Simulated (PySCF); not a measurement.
# C5H3NOS: the cost of one run

Computed with PySCF 2.14.0 and routines of our own; the level stands in each step. Atoms count from 0.

## 1. The system as given

11 atoms, charge 1, multiplicity 2; geometry from: GFN2-xTB.

## 2. Open-shell or spin-flip excitations: unrestricted TDA PBE0/def2-SVPD

Job settings and geometry (Å):

```
{"job": {"kind": "uabs", "xc": "PBE0", "basis": "def2-SVPD", "nstates": 10, "tda": true}, "charge": 1, "multiplicity": 2}
N      2.617712    -1.552127     0.106574
C      1.544754    -1.161852     0.056779
C      0.258885    -0.589114    -0.001561
C     -0.959841    -1.207336    -0.083033
O     -1.946160    -0.293390    -0.117937
C     -1.428435     0.902529    -0.061510
C     -0.023192     0.823298     0.015285
S      1.054426     2.151239     0.107169
H     -1.224491    -2.248623    -0.121573
H     -2.076942     1.761317    -0.078694
H      2.188709     1.416731     0.152538
```

With the program's defaults for keys left out, this is: unrestricted TDA PBE0/def2-SVPD, vertical, gas phase, core orbitals frozen in the response.

On the command line:

```sh
$ OMP_NUM_THREADS=1 python excited_run.py task.json out
```

The driver reads the jobs from task.json and runs them one after another.

Q: Estimate the wall time and peak memory of this first job on 1 thread of Intel Xeon at 2.70GHz, shared host.

About 1.8 min, with a peak of 0.65 GiB.
